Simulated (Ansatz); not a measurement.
**SnHCl₃ (built from SMILES [Cl][SnH]([Cl])[Cl]): search for a transition state**

Is there a first-order saddle for this 1,1-elimination, which should form Cl2–H3 and break Sn1–Cl2, Sn1–H3, and which two structures does it connect?

Program: Ansatz 0.2.0, Gaussian basis. Level of theory: PBE0-D4, def2-SVP first, then def2-TZVP. These are calculated values, not measurements.

143 further runs of the same task are left out: 143 set aside as unsound or not needed.

### 1 The starting structure

The guess: 5 atoms, charge 0, spin multiplicity 1.

Atoms are counted from 1 here; the program's logs count them from 0.

Bond lengths: Sn1–Cl2 2.631 Å, Sn1–Cl4 2.631 Å, Sn1–Cl5 2.369 Å, Cl2–H3 1.584 Å, H3–Cl4 1.583 Å. Angles: Cl2–Sn1–Cl4 70.6°, Cl2–Sn1–Cl5 98.7°, Cl4–Sn1–Cl5 98.7°, Sn1–Cl2–H3 70.8°, Cl2–H3–Cl4 147.7°, Sn1–Cl4–H3 70.9°.

Geometry (Å):

```
Sn    0.4051    1.2725    0.3036
Cl    1.1586   -0.7975   -1.1357
H    -0.4234   -0.7529   -1.0771
Cl   -1.7222   -0.0206   -0.5462
Cl    0.5818    0.2985    2.4554
```

Distances that are to change: Cl2–H3 1.58 Å, Sn1–Cl2 2.63 Å, Sn1–H3 2.59 Å.

### 2 Relaxing the guess with the reacting distances held

Contents of hold/in.yaml:

```yaml
crystal:
  periodic: [false, false, false]
  atoms:
    - {symbol: Sn, position_ang: [0.405100, 1.272500, 0.303600]}
    - {symbol: Cl, position_ang: [1.158600, -0.797500, -1.135700]}
    - {symbol: H, position_ang: [-0.423400, -0.752900, -1.077100]}
    - {symbol: Cl, position_ang: [-1.722200, -0.020600, -0.546200]}
    - {symbol: Cl, position_ang: [0.581800, 0.298500, 2.455400]}
basis:
  gaussian: {orbitals: def2-SVP}
hamiltonian: {xc: pbe0, dispersion: d4}
relax: {f_tol: 0.04, max_steps: 150, escape_saddle: false, constraints: [{distance: [1, 2]}, {distance: [0, 1]}, {distance: [0, 2]}]}
```

Started as:

```console
ansatz run in.yaml --threads 4 --pin off --events-out ev --progress --plain --max-ram 9574MiB
```

The runs that follow: Force constants to start from; Saddle search in the small basis; Saddle search in triple zeta; Vibrations at the point found; Relaxing after a step of 0.30 Å one way along the mode; Relaxing after a step of 0.30 Å the other way along the mode.

**Question.** What will these runs give? Wanted: imaginary mode; barrier from the start side; barrier from the end side; energy of the step; pairs that change; zero-point energy at the saddle.

The runs gave:

| quantity | value |
| --- | --- |
| imaginary mode | 304i cm⁻¹ |
| barrier from the start side | 12.1 kJ/mol |
| barrier from the end side | 12.1 kJ/mol |
| energy of the step | 0.0 kJ/mol |
| pairs that change | Sn1–Cl4 formed, Cl2–H3 formed, Sn1–Cl2 broken, H3–Cl4 broken |
| zero-point energy at the saddle | 0.216 eV |

**Reading.** One imaginary mode, 304i cm⁻¹, makes this a first-order saddle. The two relaxations don't end on the planned structures: the search found another step. At PBE0-D4/def2-TZVP the electronic barrier is 12.1 kJ/mol, about 5 kT at 298 K, and the step runs 0.0 kJ/mol downhill. A step off the saddle overshot and began above it in energy, so the link to its end is likely but not proven. The ends are the nearest minima, not always the lowest complexes.
